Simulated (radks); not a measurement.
# Ionising technetium step by step, Tc²²⁺ to Tc⁴²⁺

An exercise on one series of results from a longer session: the logs are not shown, and one member is left open.

Program: radks (a radial shooting solver on a logarithmic mesh, Libxc functionals) version 1. Level of theory: scalar-relativistic Kohn-Sham, LB94 model potential, spin-polarised, spherical densities, finite nucleus; open shells are filled with parallel spins first. These are calculated values, not measurements, unless marked.

### The system

```
element             : technetium (Z = 43)
charges             : 22 to 42
first configuration : [Ar] 3d3
last configuration  : 1s1
```

The outer shells:

Tc²²⁺
```
[Ar] core
3d [↑ ][↑ ][↑ ][  ][  ]
```

Tc⁴²⁺
```
1s [↑ ]
```

LB94 adds a gradient term to the LDA potential that gives it a −1/r tail. It is a model potential with no energy functional, so Etot and Exc are not given.

The first run:

Settings of this run:

```text
Z 43
configuration [Ar] 3d3
relativity scalar-relativistic
functional lda,pw
model_potential LB94
spin polarised
nucleus finite rms 4.4112 fm
c 137.035999084
```

Steps of the session up to this table: Tc²²⁺, [Ar] 3d3.

One of the session's tables, all rows but one given; the rest of the session is left out.

It belongs to the step «Tc²²⁺, [Ar] 3d3». From the orbitals of this run (lengths in bohr):

| level | <r> | outermost maximum (interpolated) | 90 % within | nodes |
| --- | --- | --- | --- | --- |
| 2p down | ? | ? | ? | ? |
| 2p up | 0.1293 | 0.101 | 0.210 | 0 |
| 3s up | 0.3861 | 0.357 | 0.563 | 2 |
| 3s down | 0.3871 | 0.357 | 0.565 | 2 |
| 3p up | 0.3789 | 0.346 | 0.564 | 1 |
| 3p down | 0.3800 | 0.346 | 0.566 | 1 |
| 3d up | 0.3429 | 0.282 | 0.531 | 0 |
| 3d down | 0.3432 | 0.281 | 0.533 | 0 |

**Question.** Estimate the row for 2p down.

As computed: <r>: 0.1291; outermost maximum (interpolated): 0.101; 90 % within: 0.210; nodes: 0. In the column «<r>» it is the lowest.

To keep in mind: Open shells are spherical and high-spin; term and fine-structure splittings are not resolved.
